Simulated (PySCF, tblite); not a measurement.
**C₄H₆O₂Si: dynamics, then NMR shifts on frames, part 1 of 2**

How do NMR shifts of C₄H₆O₂Si (`C#CCC(=O)O[SiH3]`) change as the atoms move?

The runs use tblite 0.8.0 and PySCF 2.14.0, with density-fitted response routines of our own; the level of theory stands in each step. All values are computed, except where a source is named. Atoms count from 0, in the outputs and in this text.

## Step 1: Starting geometry

13 atoms, charge 0, multiplicity 1; geometry from: GFN2-xTB.

Bonds of the start (Å): C0–C1 1.20, C1–C2 1.45, C2–C3 1.52, C3–O4 1.20, C3–O5 1.32, O5–Si6 1.66, C0–H7 1.05, C2–H8 1.10, C2–H9 1.09, Si6–H10 1.46, Si6–H11 1.46, Si6–H12 1.45.

## Step 2: Thermal motion with GFN2-xTB

The job: settings as JSON, then the geometry in Å.

```
{"job": {"kind": "md", "xc": "GFN2-xTB", "basis": "xTB", "temperature": 300, "steps": 2000, "every": 50, "frames": 5}, "charge": 0, "multiplicity": 1}
C      2.491331     1.375482     0.126856
C      1.983932     0.348452    -0.216898
C      1.347838    -0.888055    -0.617028
C     -0.125744    -0.913885    -0.249599
O     -0.696547    -1.896583     0.140294
O     -0.731050     0.246156    -0.423585
Si    -2.345394     0.483001    -0.097107
H      2.947649     2.271929     0.422863
H      1.415163    -0.993664    -1.705203
H      1.839848    -1.746162    -0.152772
H     -3.127038    -0.336556    -1.016224
H     -2.612544     0.141954     1.294050
H     -2.391833     1.908418    -0.384623
```

Method: GFN2-xTB Langevin dynamics, gas phase.

Command:

```console
$ OMP_NUM_THREADS=1 python probes_run.py task.json out
```

One launch serves the whole session: the jobs run in the order shown.

What it wrote:

```text
t/fs     T/K      E/eV
    0.0   250.0   -584.46363
   25.0   154.2   -584.25237
   50.0   183.2   -584.17629
   75.0   201.2   -584.15635
  100.0   191.7   -584.12287
  125.0   222.4   -584.15032
  150.0   223.2   -584.21800
  175.0   249.8   -584.11464
  200.0   301.9   -584.22717
  225.0   232.7   -584.05234
  250.0   204.6   -584.07496
  275.0   283.1   -584.15115
  300.0   213.5   -584.06695
  325.0   226.6   -584.16516
  350.0   253.7   -584.08065
  375.0   320.2   -584.07441
  400.0   354.1   -583.89181
  425.0   319.5   -583.82138
  450.0   339.7   -584.00676
  475.0   258.4   -583.91227
  500.0   235.1   -584.08283
  525.0   302.0   -584.07613
  550.0   346.7   -584.11872
  575.0   311.3   -583.86094
  600.0   312.4   -583.99476
  625.0   383.3   -584.05219
  650.0   293.4   -583.96569
  675.0   294.6   -583.99022
  700.0   301.9   -584.09030
  725.0   240.9   -583.95745
  750.0   271.2   -584.13498
  775.0   247.4   -583.98139
  800.0   288.8   -583.96114
  825.0   374.3   -584.12687
  850.0   177.3   -583.84162
  875.0   250.9   -584.00765
  900.0   269.4   -583.98115
  925.0   359.8   -584.05660
  950.0   280.0   -583.94756
  975.0   323.0   -583.83121
 1000.0   450.4   -584.08473
```

Wall time 18 s (1 thread of Arm Neoverse N1, shared host).

Distance from the start (root mean square after alignment): 0 fs 0.00 Å, 200 fs 0.56 Å, 400 fs 0.74 Å, 600 fs 1.12 Å, 800 fs 0.97 Å, 1000 fs 0.69 Å.

Positions (Å) and forces (eV/Å) at 1000 fs:

```xyz
13

C     1.230    0.216    1.178   -0.319   -0.069   -0.177
C     0.648   -0.662    0.606   -0.310   -0.391    0.464
C    -0.051   -1.803    0.000    1.381    0.818   -0.422
C    -1.519   -1.521   -0.256    0.009   -1.442    0.030
O    -2.334   -2.397   -0.109   -0.126    0.493    0.105
O    -1.762   -0.357   -0.792    0.598    0.253    0.248
Si   -2.640    0.992   -0.513    0.191    0.008   -0.172
H     1.663    1.058    1.628    0.129   -0.030   -0.013
H     0.455   -1.837   -1.000   -0.517   -0.511    0.449
H     0.112   -2.743    0.565   -0.206    0.569   -0.359
H    -3.965    0.461   -0.726   -0.544    0.317    0.205
H    -2.336    1.646    0.790   -0.137   -0.350   -0.437
H    -2.076    1.659   -1.680   -0.148    0.336    0.077
```

## Step 3: NMR shieldings: 250 fs, PBE0/pcSseg-1

The job: settings as JSON, then the geometry in Å.

```
{"job": {"kind": "nmr", "xc": "PBE0", "basis": "pcSseg-1", "pop": false}, "charge": 0, "multiplicity": 1}
C      2.119600     0.955000     0.675200
C      1.702900     0.130000    -0.088000
C      1.132800    -0.912100    -0.821400
C     -0.275400    -0.967500    -0.220400
O     -0.634300    -1.683000     0.699500
O     -1.066800    -0.029200    -0.697500
Si    -2.559500     0.389000    -0.138900
H      2.462000     1.861300     1.088800
H      1.150900    -0.723500    -1.862900
H      1.636100    -1.833700    -0.618600
H     -3.243500    -0.773900     0.030800
H     -2.608600     1.238300     1.023800
H     -2.932000     1.135300    -1.359500
```

Method: GIAO PBE0/pcSseg-1 NMR shielding, non-relativistic, gas phase.

What it wrote:

```text
coarse grid: 11864 points
cycle   1  E = -595.1614019169  dE =  1.267e+00  |g| = 9.779e-01  |ddm| = 3.452e+00
cycle   2  E = -594.7886138978  dE =  3.728e-01  |g| = 1.726e+00  |ddm| = 1.830e+00
cycle   3  E = -595.3218355018  dE = -5.332e-01  |g| = 3.173e-01  |ddm| = 1.275e+00
cycle   4  E = -595.3401685923  dE = -1.833e-02  |g| = 9.856e-02  |ddm| = 2.808e-01
cycle   5  E = -595.3417418432  dE = -1.573e-03  |g| = 2.951e-02  |ddm| = 7.514e-02
cycle   6  E = -595.3419098983  dE = -1.681e-04  |g| = 1.297e-02  |ddm| = 3.027e-02
cycle   7  E = -595.3419489575  dE = -3.906e-05  |g| = 3.448e-03  |ddm| = 1.006e-02
cycle   8  E = -595.3419514947  dE = -2.537e-06  |g| = 4.860e-04  |ddm| = 2.836e-03
final grid: 111408 points
cycle   9  E = -595.4038063773  dE = -1.495e-05  |g| = 1.142e-02  |ddm| = 2.771e-02
cycle  10  E = -595.4037644926  dE =  4.188e-05  |g| = 1.908e-02  |ddm| = 1.899e-02
cycle  11  E = -595.4038283704  dE = -6.388e-05  |g| = 2.810e-03  |ddm| = 1.212e-02
cycle  12  E = -595.4038298800  dE = -1.510e-06  |g| = 4.434e-04  |ddm| = 1.982e-03
cycle  13  E = -595.4038299162  dE = -3.617e-08  |g| = 1.355e-04  |ddm| = 4.023e-04
cycle  14  E = -595.4038299191  dE = -2.888e-09  |g| = 8.624e-05  |ddm| = 1.467e-04
cycle  15  E = -595.4038299208  dE = -1.689e-09  |g| = 1.155e-05  |ddm| = 6.098e-05
cycle  16  E = -595.4038299208  dE = -3.013e-11  |g| = 2.646e-06  |ddm| = 1.159e-05
converged SCF energy = -595.4038299208

GIAO shielding tensors (ppm)
atom      isotropic    diamagn.    paramagn.     s11        s22        s33       span
  0 C      106.590     262.582    -155.992     32.610     39.975    247.186    214.576
  1 C       99.446     266.082    -166.637     -0.367      5.617    293.087    293.453
  2 C      160.515     250.123     -89.607    147.181    152.350    182.015     34.834
  3 C        9.232     250.514    -241.282    -96.680     51.946     72.431    169.111
  4 O     -134.893     402.219    -537.112   -377.801   -281.106    254.229    632.030
  5 O      149.741     401.649    -251.908      9.854    205.230    234.139    224.285
  6 Si     387.747     880.980    -493.233    339.804    368.494    454.944    115.139
  7 H       29.642      33.117      -3.475     24.465     25.165     39.297     14.833
  8 H       29.274      28.559       0.715     26.584     27.337     33.900      7.316
  9 H       29.056      27.974       1.083     25.511     27.111     34.548      9.037
 10 H       27.780      30.907      -3.126     24.261     26.342     32.739      8.478
 11 H       27.107      30.346      -3.239     23.781     25.589     31.950      8.170
 12 H       26.896      29.358      -2.461     23.145     25.924     31.620      8.475
```

Run time: 31 s. Hardware: 1 thread of Arm Neoverse N1, shared host; peak memory 0.72 GiB.

Shifts follow as δ = σ(reference) − σ, with reference shieldings (ppm) from runs at the same level and on the same kind of geometry: 1H TMS 31.72, 13C TMS 186.9, 29Si TMS 349.2, 17O H2O 336.1. The references are single molecules in the gas phase, so shifts against H2O, NH3, PH3, H3PO4 or CFCl3 are not on the usual liquid scales and can be off by tens of ppm. Each atom is listed at this fixed geometry, with no averaging over motion; a spectrum would average atoms that exchange fast.

```csv
atoms,environment,σ (ppm),δ (ppm)
C3,carbonyl carbon,9.2,177.7
C1,alkyne carbon,99.4,87.5
C0,terminal alkyne carbon,106.6,80.3
C2,sp3 CH2 α to a carbonyl,160.5,26.4
H12,hydrogen on a silicon bonded to O,26.90,4.82
H11,hydrogen on a silicon bonded to O,27.11,4.61
H10,hydrogen on a silicon bonded to O,27.78,3.94
H9,hydrogen on an sp3 CH2 α to a carbonyl,29.06,2.66
H8,hydrogen on an sp3 CH2 α to a carbonyl,29.27,2.44
H7,hydrogen on a terminal alkyne carbon,29.64,2.07
O4,carbonyl oxygen,-134.9,471.0
O5,"oxygen bonded to C, Si",149.7,186.3
Si6,"silicon bonded to O, 3 H",387.7,-38.6
```

## Step 4: NMR shieldings: 425 fs, PBE0/pcSseg-1

The job: settings as JSON, then the geometry in Å.

```
{"job": {"kind": "nmr", "xc": "PBE0", "basis": "pcSseg-1", "pop": false}, "charge": 0, "multiplicity": 1}
C      2.313500     0.815000     0.818200
C      1.663100    -0.102800     0.361400
C      0.880600    -1.242100     0.114400
C     -0.662100    -1.147100     0.313100
O     -1.269700    -2.046500     0.858200
O     -1.233300    -0.025000    -0.064600
Si    -2.840300     0.202100    -0.413700
H      2.914100     1.593200     1.182300
H      0.975000    -1.595500    -0.966300
H      1.296300    -2.164200     0.610900
H     -3.385600    -0.974900     0.051900
H     -3.343900     1.363500     0.321100
H     -2.526200     0.359100    -1.940800
```

Level: GIAO PBE0/pcSseg-1 NMR shielding, non-relativistic, gas phase.

What it wrote:

```text
coarse grid: 11864 points
cycle   1  E = -595.1494630704  dE =  1.103e+00  |g| = 9.876e-01  |ddm| = 3.410e+00
cycle   2  E = -594.7670586182  dE =  3.824e-01  |g| = 1.742e+00  |ddm| = 2.394e+00
cycle   3  E = -595.3145841613  dE = -5.475e-01  |g| = 3.178e-01  |ddm| = 1.790e+00
cycle   4  E = -595.3329452670  dE = -1.836e-02  |g| = 9.832e-02  |ddm| = 2.974e-01
cycle   5  E = -595.3344872615  dE = -1.542e-03  |g| = 3.080e-02  |ddm| = 7.587e-02
cycle   6  E = -595.3346693947  dE = -1.821e-04  |g| = 1.424e-02  |ddm| = 3.057e-02
cycle   7  E = -595.3347173193  dE = -4.792e-05  |g| = 3.459e-03  |ddm| = 1.096e-02
cycle   8  E = -595.3347198901  dE = -2.571e-06  |g| = 5.090e-04  |ddm| = 3.080e-03
final grid: 111408 points
cycle   9  E = -595.3970622902  dE = -1.014e-05  |g| = 1.090e-02  |ddm| = 2.759e-02
cycle  10  E = -595.3970245718  dE =  3.772e-05  |g| = 1.812e-02  |ddm| = 2.162e-02
cycle  11  E = -595.3970822910  dE = -5.772e-05  |g| = 2.613e-03  |ddm| = 1.426e-02
cycle  12  E = -595.3970836136  dE = -1.323e-06  |g| = 4.016e-04  |ddm| = 1.969e-03
cycle  13  E = -595.3970836433  dE = -2.976e-08  |g| = 1.430e-04  |ddm| = 4.124e-04
cycle  14  E = -595.3970836470  dE = -3.676e-09  |g| = 8.014e-05  |ddm| = 1.457e-04
cycle  15  E = -595.3970836485  dE = -1.444e-09  |g| = 1.251e-05  |ddm| = 6.172e-05
cycle  16  E = -595.3970836485  dE = -3.638e-11  |g| = 2.597e-06  |ddm| = 1.342e-05
converged SCF energy = -595.3970836485

GIAO shielding tensors (ppm)
atom      isotropic    diamagn.    paramagn.     s11        s22        s33       span
  0 C      102.515     257.709    -155.194     29.858     36.346    241.341    211.483
  1 C      105.798     261.137    -155.339      7.234     11.879    298.280    291.046
  2 C      153.418     248.640     -95.223    128.426    149.913    181.914     53.488
  3 C       12.011     246.862    -234.851    -91.289     57.811     69.510    160.799
  4 O     -143.840     400.451    -544.291   -442.310   -254.805    265.597    707.907
  5 O      158.260     404.468    -246.208      3.956    198.616    272.208    268.253
  6 Si     381.189     880.679    -499.490    343.083    366.113    434.373     91.290
  7 H       29.813      33.900      -4.088     24.791     25.238     39.410     14.619
  8 H       27.558      27.084       0.474     24.452     26.773     31.448      6.996
  9 H       27.197      26.317       0.880     22.429     27.048     32.112      9.683
 10 H       26.502      30.444      -3.942     22.707     26.720     30.079      7.372
 11 H       26.659      29.416      -2.758     23.439     25.237     31.299      7.860
 12 H       25.201      27.560      -2.360     20.754     24.555     30.292      9.538
```

Run time: 30 s. Hardware: 1 thread of Arm Neoverse N1, shared host; peak memory 0.74 GiB.

This run: δ C3 174.9, C0 84.4, C1 81.1, C2 33.5, H12 6.52, H10 5.21 ppm.

(Continued in part 2 of 2.)
